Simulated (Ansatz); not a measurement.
# InHI radical (SMILES [InH][I]): one structure at several levels

One table from this session's results is given with a row withheld; the runs are named, their logs left out.

The runs use Ansatz 0.2.0, Gaussian basis; single points in def2-TZVPP.

Correlated methods freeze the cores. Filled d shells of the heavier atoms are correlated. Core potentials replace the inner electrons past krypton, and spin-orbit coupling is left out. Orbitals are unrestricted. B3LYP uses VWN-RPA correlation.

## The starting structure

SMILES `[InH][I]`, 3 atoms, charge 0, spin multiplicity 2.

Atoms are counted from 1 here; the program's logs count them from 0.

Bond lengths: In1–I2 2.816 Å, In1–H3 2.186 Å. Angles: I2–In1–H3 128.1°.

As a file:

```xyz
3

In   -0.5312    0.4663   -0.2467
I     1.9148    0.8816    1.0853
H    -1.3782   -1.4213   -0.9516
```

The first run:

The input, run/in.yaml:

```yaml
crystal:
  periodic: [false, false, false]
  atoms:
    - {symbol: In, position_ang: [-0.531200, 0.466300, -0.246700]}
    - {symbol: I, position_ang: [1.914800, 0.881600, 1.085300]}
    - {symbol: H, position_ang: [-1.378200, -1.421300, -0.951600]}
basis:
  gaussian: {orbitals: def2-TZVPP}
magnetization: {spin_polarized: true, initial_magnetization: 1}
correlation: {method: ccsd_t}
scf: {omitted_lower_state_checks: [cluster_reference]}
output: {forces: true}
```

No record of the launch command was kept for these runs.

Among the steps run: CCSD(T)/def2-TZVPP; PBE0-D4/def2-TZVPP; wB97M-V/def2-TZVPP; r2SCAN-D4/def2-TZVPP; PBE-D4/def2-TZVPP; B3LYP-D4/def2-TZVPP; BHLYP-D4/def2-TZVPP.

One of the session's tables, all rows but one given; the rest of the session is left out.

```
   method  RMS force component (eV/Å)  angle to CCSD(T) forces (°)  dipole (D)
  CCSD(T)                       0.565                    reference        2.67
  PBE0-D4                       0.502                          2.0        2.65
  wB97M-V                           ?                            ?           ?
r2SCAN-D4                       0.485                          1.8        2.57
   PBE-D4                       0.435                         11.1        2.34
 B3LYP-D4                       0.413                         13.6        2.57
 BHLYP-D4                       0.459                          3.6        2.88
```

Estimate the missing values for wB97M-V.

As computed: RMS force component (eV/Å): 0.603; angle to CCSD(T) forces (°): 0.1; dipole (D): 2.73. In the column «RMS force component (eV/Å)» it is the highest.

Limits of these values: The unrestricted reference is spin-contaminated, which hurts MP2 most.
